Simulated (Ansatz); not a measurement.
This script drives Ansatz 0.2.0 through its Python package.

The script, `md_ch5nosi.py`:
```python
import logging
import sys

import ansatz as az
import numpy as np

logging.basicConfig(stream=sys.stdout, format="%(levelname)s %(message)s")
logger = logging.getLogger("ch5nosi")
logger.setLevel(logging.INFO)

GEOMETRY = """
N    -1.18370    0.17470   -0.88870
Si    0.35960   -0.11930   -0.39280
C     0.49210   -0.47240    1.42580
O     0.31000    0.40970    2.24400
H    -1.19690    0.62100   -1.84840
H    -1.60760    0.96110   -0.29260
H     1.16890    1.07590   -0.80120
H     0.86270   -1.23740   -1.22720
H     0.88330   -1.45960    1.76390
"""

molecule = az.Crystal.molecule()
for line in GEOMETRY.strip().splitlines():
    symbol, *xyz = line.split()
    molecule = molecule.atom(symbol, [float(v) for v in xyz])

model = (
    molecule.calculation()
    .basis(gaussian="def2-SVP")
    .functional("pbe0", dispersion="d4")
    .scf(lower_state_search="light")
    .md("nve", timestep=0.25, steps=30, temperature=500, initial_velocities="maxwell_boltzmann", seed=48)
)
frames = []
out = model.session().plan().execute(on_event=lambda e: frames.append(e["data"]) if e["event"] == "md_step" else None)
logger.info("t (fs)   E_pot (eV)      E_kin (eV)   T (K)   d(0-1) (A)")
for f in frames[::3]:
    xyz = np.array(f["positions_ang"])
    logger.info(f"{f['time_fs']:6.2f} {f['lagrangian_ev']:14.5f} {f['e_kin_ev']:10.5f} {f['temperature_k']:8.1f} {np.linalg.norm(xyz[0] - xyz[1]):9.4f}")
kept = np.array([f["conserved_ev"] for f in frames])
logger.info(f"conserved energy moves by at most {1000 * np.ptp(kept):.3f} meV")
```

It is started by `python md_ch5nosi.py`. Estimate its wall time and peak memory on 1 thread of Arm Neoverse V1, with other jobs on the host.

It took about 98 s, with a peak of 0.23 GiB, for 1 run of the engine.

```console
$ python md_ch5nosi.py
INFO t (fs)   E_pot (eV)      E_kin (eV)   T (K)   d(0-1) (A)
INFO   0.00   -12517.82472    0.45241    500.0    1.6475
INFO   0.75   -12517.85424    0.48177    532.4    1.6425
INFO   1.50   -12517.87816    0.50555    558.7    1.6398
INFO   2.25   -12517.87879    0.50620    559.4    1.6391
INFO   3.00   -12517.85903    0.48657    537.8    1.6403
INFO   3.75   -12517.83836    0.46601    515.0    1.6430
INFO   4.50   -12517.83356    0.46125    509.8    1.6470
INFO   5.25   -12517.85053    0.47816    528.5    1.6522
INFO   6.00   -12517.87958    0.50705    560.4    1.6585
INFO   6.75   -12517.89851    0.52591    581.2    1.6659
INFO   7.50   -12517.89742    0.52494    580.2    1.6745
INFO conserved energy moves by at most 0.319 meV
```

Reading the output:
- These settings explore the input space; basis and method may be short of convergence.
- The trajectory is only some femtoseconds long, so its temperature is not equilibrated; where the script doesn't relax first, it starts from a rough generated geometry.
- The temperature counts the internal degrees of freedom alone.

(Lines on the test bed's own set-up are left out of the output.)
